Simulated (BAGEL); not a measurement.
# C2H3Ga (SMILES C#[C][GaH2]): HF/3-21G (density fitting with qzvpp-jkfit)

Aim: the vertical electron affinity of C2H3Ga at HF/3-21G (density fitting with qzvpp-jkfit), from 2 runs. 

The calculation is run with BAGEL 1.2.2.

8 further runs of the same task are left out: 6 that didn't finish, 2 set aside as unsound or not needed.

## Step 1: The structure to begin with

C2H3Ga: 6 atoms, total charge 0, spin state singlet. As SMILES, `C#[C][GaH2]`. Geometry: a GFN2-xTB relaxation, a rough one for these elements and not checked as a minimum.

Bond lengths: C1–C2 1.210 Å, C2–Ga3 1.955 Å, C1–H4 1.056 Å, Ga3–H5 1.563 Å, Ga3–H6 1.563 Å. Angles: C1–C2–Ga3 179.8°, C2–C1–H4 180.0°, C2–Ga3–H5 119.7°, C2–Ga3–H6 119.9°, H5–Ga3–H6 120.4°.

## Step 2: A single-point energy at HF/3-21G (density fitting with qzvpp-jkfit)

Contents of input.json:

```json
{ "bagel": [

{
  "title": "molecule",
  "basis": "3-21g",
  "df_basis": "qzvpp-jkfit",
  "angstrom": true,
  "geometry": [
    { "atom": "C", "xyz": [      -1.256370,      -1.357360,      -0.255330 ] },
    { "atom": "C", "xyz": [      -0.442500,      -0.477160,      -0.092210 ] },
    { "atom": "Ga", "xyz": [       0.873340,       0.943230,       0.177850 ] },
    { "atom": "H", "xyz": [      -1.966750,      -2.125550,      -0.397950 ] },
    { "atom": "H", "xyz": [       1.802130,       1.373390,      -1.003130 ] },
    { "atom": "H", "xyz": [       0.990170,       1.643440,       1.570790 ] }
  ]
},

{
  "title": "hf",
  "charge": 0
},

{
  "title": "print",
  "file": "orbitals.molden",
  "orbitals": true
}

]}
```

The run is started by

```bash
BAGEL_NUM_THREADS=1 BAGEL input.json > input.out
```

Log:

```text
* using 1 threads per process

  ===============================================================
  ===============================================================

  *** Geometry ***

  { "atom" : "C", "xyz" : [     -2.374195,     -2.565039,     -0.482504 ] },
  { "atom" : "C", "xyz" : [     -0.836204,     -0.901702,     -0.174252 ] },
  { "atom" : "Ga", "xyz" : [      1.650373,      1.782446,      0.336088 ] },
  { "atom" : "H", "xyz" : [     -3.716619,     -4.016707,     -0.752017 ] },
  { "atom" : "H", "xyz" : [      3.405532,      2.595331,     -1.895641 ] },
  { "atom" : "H", "xyz" : [      1.871150,      3.105652,      2.968363 ] },

  Number of auxiliary basis functions:      470

  Since a DF basis is specified, we compute 2- and 3-index integrals:
    o Being stored without compression. Storage requirement is 0.008 GB

  Number of basis functions:       46
  Number of electrons      :       46

    * METHOD: MOLECULE                             0.15

  *** RHF ***

  === Nuclear Repulsion ===
   130.4824685351

      * DIIS with orbital gradients will be used.

  === RHF iteration (3-21g) ===
      0      -1990.76618748          0.01571650           0.04
      1      -1990.82030054          0.00609078           0.03
      2      -1990.82713770          0.00260152           0.03
      3      -1990.82832975          0.00079635           0.03
      4      -1990.82845774          0.00009107           0.03
      5      -1990.82846346          0.00004661           0.03
      6      -1990.82846535          0.00002063           0.03
      7      -1990.82846579          0.00000315           0.04
      8      -1990.82846579          0.00000072           0.04
      9      -1990.82846579          0.00000017           0.03
     10      -1990.82846579          0.00000005           0.03
     11      -1990.82846579          0.00000001           0.04
     12      -1990.82846579          0.00000000           0.03
    * SCF iteration converged.

    * Permanent dipole moment:
           (    0.081008,     0.089251,     0.012130) a.u.

    * METHOD: HF                                   0.55

    * METHOD: PRINT                                0.00

  ===============================================================
```

Wall time 0.87 s (1 thread of Arm Neoverse V2, shared host); peak memory 0.082 GiB.

## Step 3: The doublet anion at the same level

Contents of input.json:

```json
{ "bagel" : [

{
  "title" : "molecule",
  "basis" : "3-21g",
  "df_basis" : "qzvpp-jkfit",
  "angstrom" : true,
  "geometry" : [
    { "atom" : "C", "xyz" : [      -1.256370,      -1.357360,      -0.255330 ] },
    { "atom" : "C", "xyz" : [      -0.442500,      -0.477160,      -0.092210 ] },
    { "atom" : "Ga", "xyz" : [       0.873340,       0.943230,       0.177850 ] },
    { "atom" : "H", "xyz" : [      -1.966750,      -2.125550,      -0.397950 ] },
    { "atom" : "H", "xyz" : [       1.802130,       1.373390,      -1.003130 ] },
    { "atom" : "H", "xyz" : [       0.990170,       1.643440,       1.570790 ] }
  ]
},

{ "title" : "uhf", "charge" : -1, "nopen" : 1 },

{ "title" : "print", "file" : "orbitals.molden", "orbitals" : true }

]}
```

The run is started by

```bash
BAGEL_NUM_THREADS=1 BAGEL input.json > input.out
```

Log:

```text
* using 1 threads per process

  ===============================================================
  ===============================================================

  *** Geometry ***

  { "atom" : "C", "xyz" : [     -2.374195,     -2.565039,     -0.482504 ] },
  { "atom" : "C", "xyz" : [     -0.836204,     -0.901702,     -0.174252 ] },
  { "atom" : "Ga", "xyz" : [      1.650373,      1.782446,      0.336088 ] },
  { "atom" : "H", "xyz" : [     -3.716619,     -4.016707,     -0.752017 ] },
  { "atom" : "H", "xyz" : [      3.405532,      2.595331,     -1.895641 ] },
  { "atom" : "H", "xyz" : [      1.871150,      3.105652,      2.968363 ] },

  Number of auxiliary basis functions:      470

  Since a DF basis is specified, we compute 2- and 3-index integrals:
    o Being stored without compression. Storage requirement is 0.008 GB

  Number of basis functions:       46
  Number of electrons      :       46

    * METHOD: MOLECULE                             0.16

  *** Open-shell HF ***

  === Nuclear Repulsion ===
   130.4824685351

      * DIIS with orbital gradients will be used.

  === UHF iteration (3-21g) ===
      0      -1990.69130637          0.03995333           0.08
      1      -1990.78437836          0.01872847           0.07
      2      -1990.80108577          0.01137224           0.08
      3      -1990.80718499          0.00224358           0.08
      4      -1990.80813037          0.00089214           0.08
      5      -1990.80857799          0.00025377           0.08
      6      -1990.80878154          0.00013031           0.08
      7      -1990.80887591          0.00010094           0.08
      8      -1990.80909121          0.00005081           0.08
      9      -1990.80918072          0.00004190           0.08
     10      -1990.80931387          0.00003083           0.08
     11      -1990.80941383          0.00001675           0.08
     12      -1990.80942725          0.00000597           0.08
     13      -1990.80943278          0.00000339           0.08
     14      -1990.80943308          0.00000139           0.08
     15      -1990.80943390          0.00000092           0.08
     16      -1990.80943415          0.00000042           0.08
     17      -1990.80943422          0.00000026           0.08
     18      -1990.80943426          0.00000017           0.08
     19      -1990.80943427          0.00000011           0.08
     20      -1990.80943427          0.00000005           0.08
     21      -1990.80943427          0.00000004           0.08
     22      -1990.80943427          0.00000002           0.08
     23      -1990.80943427          0.00000001           0.08
    * SCF iteration converged.

    * S^2 (UHF) is 0.8522

    * Permanent dipole moment:
           (    0.487849,     0.524817,     0.096283) a.u.

    * METHOD: UHF                                  2.00

    * METHOD: PRINT                                0.00

  ===============================================================
```

It took 2.4 s on 1 thread of Arm Neoverse V2, shared host; peak memory 0.082 GiB.

## Step 4: Summary of results

Level: HF/3-21G (density fitting with qzvpp-jkfit).

```
                                         quantity           value
                     singlet C2H3Ga: total energy  -1990.82847 Eh
                    singlet C2H3Ga: dipole moment          0.31 D
                      singlet C2H3Ga: HOMO energy       -10.52 eV
                      singlet C2H3Ga: LUMO energy         0.93 eV
                    singlet C2H3Ga: HOMO–LUMO gap        11.45 eV
                      doublet anion: total energy  -1990.80943 Eh
                              doublet anion: ⟨S²⟩           0.852
vertical electron affinity (to the doublet anion)       -0.518 eV
```

What this shows: The anion lies 0.52 eV (11.9 kcal/mol) above the neutral: the electron isn't bound at this level, and such a value depends on the basis. Without diffuse functions anions come out too high. Hartree–Fock misses the correlation that binds many anions. ⟨S²⟩ (doublet anion) is 0.85 where a pure doublet has 0.75: the reference is spin-contaminated.
